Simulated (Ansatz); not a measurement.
# MoW3Se8: densities and their differences

For MoW3Se8 at its listed geometry, this session asks how the density differs from that of free atoms, which states sit where, how the density follows a moved atom, how expansion changes the bonding charge and where an added electron goes.

Method: DFT PBEsol, scalar-relativistic, plane waves, PAW, in Ansatz 0.2.0.

### 1 The structure to begin with

It takes space group P3m1 (No. 156, trigonal). Conventional cell: a = 3.327 Å, b = 3.327 Å, c = 37.841 Å, α = 90.00°, β = 90.00°, γ = 120.00°. Mo (site symmetry 3m) has 6 Se at 2.55 Å as nearest neighbours. Around W (site symmetry 3m) lie 6 Se at 2.55 Å. Around Se (site symmetry 3m) lie 3 Mo at 2.55 Å. Se (site symmetry 3m) is surrounded by 3 W at 2.55 Å. Only part of the 12 independent sites is listed.

Structure file:

```xyz
12
Lattice="3.3265 0.0000 0.0000 -1.6633 2.8809 0.0000 0.0000 0.0000 37.8409" Properties=species:S:1:pos:R:3 pbc="T T T"
Mo    0.0000    0.0000   10.6625
W     1.6633    0.9603    3.5537
W     1.6633    0.9603   17.7713
W     0.0000    0.0000   24.8822
Se    1.6633    0.9603   12.3372
Se    1.6633    0.9603   26.5632
Se    0.0000    0.0000    1.8725
Se    0.0000    0.0000   16.0916
Se    0.0000    0.0000    5.2357
Se    0.0000    0.0000   19.4533
Se    1.6633    0.9603    8.9916
Se    1.6633    0.9603   23.2004
```

The structure comes from the Materials Project (structure only).

### 2 Ground state at the listed geometry

The input, input.yaml:

```yaml
crystal:
  lattice:
    - [3.3265318108, 0.0, 0.0]
    - [-1.6632659054, 2.8808610546, 0.0]
    - [0.0, 0.0, 37.840939]
  atoms:
    - { symbol: Mo, position: [0.0, 0.0, 0.281772] }
    - { symbol: W, position: [0.66666667, 0.33333333, 0.093912] }
    - { symbol: W, position: [0.66666667, 0.33333333, 0.469632] }
    - { symbol: W, position: [0.0, 0.0, 0.657547] }
    - { symbol: Se, position: [0.66666667, 0.33333333, 0.326029] }
    - { symbol: Se, position: [0.66666667, 0.33333333, 0.701969] }
    - { symbol: Se, position: [0.0, 0.0, 0.049484] }
    - { symbol: Se, position: [0.0, 0.0, 0.425243] }
    - { symbol: Se, position: [0.0, 0.0, 0.138362] }
    - { symbol: Se, position: [0.0, 0.0, 0.514081] }
    - { symbol: Se, position: [0.66666667, 0.33333333, 0.237615] }
    - { symbol: Se, position: [0.66666667, 0.33333333, 0.613103] }
basis:
  ecutwfc: 420
  fft_grid_basis: typed
kpoints:
  mp_grid: { grid: [9, 9, 1] }
hamiltonian:
  xc: pbesol
  pseudopotentials: { kind: paw }
scf:
  occupations: { method: gaussian, width: 0.05 }
output:
  forces: true
  stress: true
  eigenvalues: true
  bader: true
  write_density: true
  volumetric_format: npy
  elf: true
```

Command:

```console
> ansatz run input.yaml --threads 4 --pin off --max-ram 8192MiB --backend cpu --events-out ev --progress --plain --runs-dir out
```

### 4 Densities by energy window

The windows are set from the levels of the base run, in eV from its Fermi level.

input.yaml: that of step 2 with these lines changed.

```diff
@@ -28,9 +28,27 @@
   occupations: { method: gaussian, width: 0.05 }
+  n_extra_bands: 12
 output:
   forces: true
-  stress: true
+  stress: false
   eigenvalues: true
-  bader: true
-  write_density: true
+  bader: false
+  write_density: false
   volumetric_format: npy
-  elf: true
+  band_densities:
+    - { e_range: [-1.21, -0.6] }
+    - { e_range: [0.6, 1.21] }
+    - { e_range: [-6.9, -4.79] }
+    - { e_range: [-4.79, -2.7] }
+    - { e_range: [-6.91, -0.58] }
+    - { e_range: [-15.34, -12.87] }
+  dos:
+    e_range: [-30, 8]
+    de: 0.02
+    method: { smearing: { sigma: 0.03, scheme: gaussian } }
+    projected: { site_lists: { Mo: [Mo], Se: [Se], W: [W] } }
+checkpoint:
+  read: start.run
+  write: ck
+  compress: false
+  write_wavefunctions: false
+  write_every: 100000
```

### 5 Moving Mo1 by 0.10 Å

The shift is (-0.009, -0.067, -0.074) Å; all periodic copies of the atom move with it.

input.yaml: that of step 2 with these lines changed.

```diff
@@ -6,3 +6,3 @@
   atoms:
-    - { symbol: Mo, position: [0.0, 0.0, 0.281772] }
+    - { symbol: Mo, position: [-0.0142719116, -0.0231545326, 0.2798175008] }
     - { symbol: W, position: [0.66666667, 0.33333333, 0.093912] }
@@ -35,2 +35 @@
   volumetric_format: npy
-  elf: true
```

### 6 The cell at 120 % of its volume

Fractional coordinates and the k mesh are kept.

input.yaml: that of step 2 with these lines changed.

```diff
@@ -2,5 +2,5 @@
   lattice:
-    - [3.3265318108, 0.0, 0.0]
-    - [-1.6632659054, 2.8808610546, 0.0]
-    - [0.0, 0.0, 37.840939]
+    - [3.5349675344, 0.0, 0.0]
+    - [-1.7674837672, 3.0613716863, 0.0]
+    - [0.0, 0.0, 40.2119980943]
   atoms:
```

### 7 Adding 0.25 electron a cell

A uniform background keeps the cell neutral, and the atoms stay fixed.

input.yaml: that of step 2 with these lines changed.

```diff
@@ -18,2 +18,3 @@
     - { symbol: Se, position: [0.66666667, 0.33333333, 0.613103] }
+total_charge: -0.25
 basis:
@@ -35,2 +36 @@
   volumetric_format: npy
-  elf: true
```

(Steps that only read results are left out.)

Q: Predict the outcome of this session. Wanted: gap on the mesh; pressure; Bader charges; the top of the valence band; the bottom of the conduction band; stiffness against the shift of Mo1; at 120 % volume.

The runs gave:

```
                          quantity                                                                          value
                   gap on the mesh                                                                        1.21 eV
                          pressure                                                                       -3.5 GPa
                     Bader charges                                         Mo +0.96, W +1.05, Se -0.53 to -0.48 e
       the top of the valence band                                     W 5d (55 %), Se 4p (30 %) and Mo 4d (15 %)
 the bottom of the conduction band                                     Mo 4d (40 %), Se 4p (30 %) and W 5d (25 %)
stiffness against the shift of Mo1                                                                     21.2 eV/Å²
                   at 120 % volume  -13.0 GPa, gap 0.86 eV, Bader Mo +0.98, W +1.04 to +1.05, Se -0.52 to -0.49 e
```

**Reading.** Mo–Se goes from 2.55 to 2.71 Å with the volume, and the deformation density at its midpoint from +0.11 to +0.09 e/Å³. In space (atomic cells sized by Bader volumes, not orbital character) the change of density that the added electron brings, screening included, divides as Se about 80 %, W about 15 % and Mo little; this need not match the band edge's orbital character. Spin-orbit coupling is left out, which matters for the bands of W.

These are semilocal Kohn-Sham gaps, which aren't the measured quantity. Such gaps usually fall short of the measured ones.
